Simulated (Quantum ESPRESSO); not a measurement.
The system is GeW.

```
Ge W
1.0
     0.00000    2.57761    2.57761
     2.57761    0.00000    2.57761
     2.57761    2.57761    0.00000
Ge W
1 1
Cartesian
  2.5776 2.5776 2.5776
  0.0000 0.0000 0.0000
```

The cell was built by a generator and needn't be a form met in nature.

| Quantity | Value |
| --- | --- |
| Program | Quantum ESPRESSO 7.5 |
| Task | phonons |
| Functional | PBE |
| Potentials or basis | PseudoDojo 0.4.1 SR PBE standard |
| Cutoff | 1061 eV |
| Density cutoff | 4245 eV |
| k mesh | 6 × 6 × 6 |
| Occupations | cold, width 0.2 eV |
| Spin | no spin polarisation |
| Mixing beta | 0.5 |
| Most SCF iterations | 120 |
| SCF threshold | 4e-10 Ry |

Q: What is the highest optical frequency at the zone centre?

A: 220 cm⁻¹, a mode of symmetry T1u (IR).

Optical modes at Γ, degenerate ones joined:
| cm⁻¹ | components | symmetry | active in |
| --- | --- | --- | --- |
| 220 | 3 | T1u | IR |

Caveat: the k mesh is coarse; the mesh is thin for the phonons of a metal.
